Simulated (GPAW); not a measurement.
Crystal: TaV.

```
Ta V
1.0
     1.60670   -2.30777    0.00000
     1.60670    2.30777    0.00000
     0.00000    0.00000    4.34136
Ta V
1 1
Direct
  0.00000 0.00000 0.00000
  0.50000 0.50000 0.50000
```

The cell comes from a database or a generator and needn't be the stable form of this composition.

| Item | Value |
| --- | --- |
| Program | GPAW 26.7.0 |
| Task | relaxation of cell and atoms |
| Functional | LDA |
| Potentials or basis | the program's PAW data sets (release 1.2.1) made for this functional |
| Cutoff | 600 eV |
| Basis | pw |
| k mesh | 7 × 7 × 5 |
| Occupations | fermi-dirac, width 0.05 eV |
| Spin | collinear spin, ferromagnetic start |
| Starting moments | [0.0, 2.0] μB |

At the start: pressure -12.3 GPa; volume 16.10 Å³/atom.

Task: How do energy, volume and symmetry change on relaxing?

Result: Over 6 steps the energy falls by 44.6 meV/atom and the volume is 15.04 Å³/atom (-6.6 %); space group Cmmm (No. 65, to 0.05 Å); moment 0.00 μB per cell.

The path:
```
step  energy change (eV)  largest force (eV/Å)  pressure (GPa)  volume (Å³)
   1              0.0000                0.0000          -12.32        32.19
   2             -0.0545                0.0000           -7.93        31.35
   3             -0.0889                0.0000            0.61        29.98
   4             -0.0890                0.0000           -0.02        30.07
   5             -0.0890                0.0000           -0.02        30.07
   6             -0.0893                0.0000            0.00        30.07
```

Final structure:
```xyz
2
Lattice="1.5637 -2.2598 0.0000 1.5637 2.2598 0.0000 0.0000 0.0000 4.2555" Properties=species:S:1:pos:R:3 pbc="T T T"
Ta    0.0000    0.0000    0.0000
V     1.5637    0.0000    2.1278
```

Caveat: each step starts from the last one's moments, so a moment once lost doesn't come back; later steps reuse the first step's grids.
